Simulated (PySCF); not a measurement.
# TlPb: from the state search to spectroscopic constants

The task here is to estimate one member of a computed series from the others.

Computed with PySCF 2.14.0. Level: Tl cc-pVDZ-PP with ECP60, Pb cc-pVDZ-PP with ECP60, scalar-relativistic core potentials.

The first run:

The job is set up so:

- atoms: Tl, Pb
- charge: 0
- basis: Tl cc-pVDZ-PP with ECP60, Pb cc-pVDZ-PP with ECP60
- Hamiltonian: scalar-relativistic core potentials
- basis functions: 46
- electrons treated: 43
- masses in u: 204.9744, 207.9766
- levels: PBE0, PBE, r²SCAN, M06, BP86, revPBE, HSE06, HF, MP2, SCS-MP2, CCSD, CCSD(T)
- grid: 80 radial by 434 angular points
- occupations: held fixed by the projection of orbital angular momentum
- dissociation limit: Tl + Pb, each in its ground configuration
- starting distance in angstrom: 2.825
- values of 2S to try: 1, 3

Run with:

```console
> OMP_NUM_THREADS=1 python dia.py task.json out
```

Among the steps run: Set-up; PBE0 along the bond; Other states along the same grid; PBE; r²SCAN (meta-GGA); M06 (hybrid meta-GGA); BP86 (GGA); revPBE; HSE06 (range-separated hybrid); UHF (mean field); Adding correlation.

One of the session's tables, all rows but one given; the rest of the session is left out.

It belongs to the step «Constants by level of theory». 

```
      level  Re (Å)  ωe (cm⁻¹)  De (eV)
        UHF   3.056       94.2     1.07
    UHF-MP2   2.964      109.4     1.65
UHF-SCS-MP2   2.982      105.7     1.44
   UHF-CCSD   3.001      103.8     1.55
UHF-CCSD(T)   2.998      104.2     1.62
        PBE       ?          ?        ?
     revPBE   3.042       94.3     1.82
       BP86   3.010       98.1     1.95
     r²SCAN   2.970      104.0     1.96
       PBE0   2.970      104.6     1.84
        M06   3.005      105.3     1.99
      HSE06   2.977      103.9     1.88
```

**Question.** Estimate the row for PBE.

The run gave: Re (Å): 3.009; ωe (cm⁻¹): 98.6; De (eV): 1.98. In the column «Re (Å)» it lies between M06 (3.005) and BP86 (3.010).
